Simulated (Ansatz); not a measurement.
Runs of Ansatz 0.2.0 on HfB. It takes space group Fm-3m (No. 225, cubic). Conventional cell: a = 4.620 Å, b = 4.620 Å, c = 4.620 Å, α = 90.00°, β = 90.00°, γ = 90.00°. Hf (site symmetry m-3m) has 6 B at 2.31 Å as nearest neighbours. Around B (site symmetry m-3m) lie 6 Hf at 2.31 Å. 

```csv
task,level,spin,U,cell,hubbard projectors,double counting,points for each segment of the path,gap on the mesh (eV),pressure (GPa),relaxed volume (Å³/atom)
relaxation of cell and atoms,r2SCAN+U,off,Hf d U = 3 eV,relaxed,ortho-atomic (the default),fll (the default),-,none,0.0,14.45
relaxation of cell and atoms,r2SCAN+U,off,Hf d U = 1 eV,relaxed,ortho-atomic (the default),fll (the default),-,none,0.0,14.18
relaxation of cell and atoms,r2SCAN+U,off,Hf d U = 6 eV,relaxed,ortho-atomic (the default),fll (the default),-,none,0.0,15.06
relaxation of cell and atoms,r2SCAN+U,off,Hf d U = 4 eV,relaxed,ortho-atomic (the default),fll (the default),-,none,0.0,14.62
relaxation of cell and atoms,r2SCAN,off,-,relaxed,-,-,-,none,0.0,(a)
relaxation of cell and atoms,r2SCAN+U,off,Hf d U = 8 eV,relaxed,ortho-atomic (the default),fll (the default),-,none,0.0,(b)
relaxation of cell and atoms,r2SCAN+U,off,Hf d U = 2 eV,relaxed,ortho-atomic (the default),fll (the default),-,none,0.0,14.30
band structure,r2SCAN,off,-,as given,-,-,14,none,28.9,-
relaxation of cell and atoms,r2SCAN+U,off,Hf d U = 5 eV,relaxed,ortho-atomic (the default),fll (the default),-,none,0.0,14.82
band structure,r2SCAN,"SOC, no magnetisation",-,as given,-,-,14,none,27.9,-
```

Alike in all rows: potentials or basis Ansatz PAW; k mesh 10 × 10 × 10; cutoff (eV) 500; smearing fermi-dirac 0.05 eV.

Question: Estimate the missing entries.

Answer: (a) 14.05; (b) 15.59.

Caveats: the PAW data sets come from PBE, with cores solved anew for the run's functional, which leaves a small shift of forces and pressure; the plane-wave basis is chosen anew once the cell has moved, so the energies of steps on either side of that aren't comparable (some runs); the volume moved by over 15 % at a fixed basis, so the end points are rough (some runs); U without spin polarisation on a metal has little footing (some runs); the U is typed as a test and isn't derived for this compound (some runs); the electronic state changed during the relaxation (some runs); a pressure of tens of GPa on the cell as given is suspect, and the run, the potentials or the cell itself is likely at fault (some runs).

A k mesh can miss the band edges, and rows without SOC leave out spin-orbit coupling on Hf.

A gap of «none» marks a metal or a gap under the smearing width.
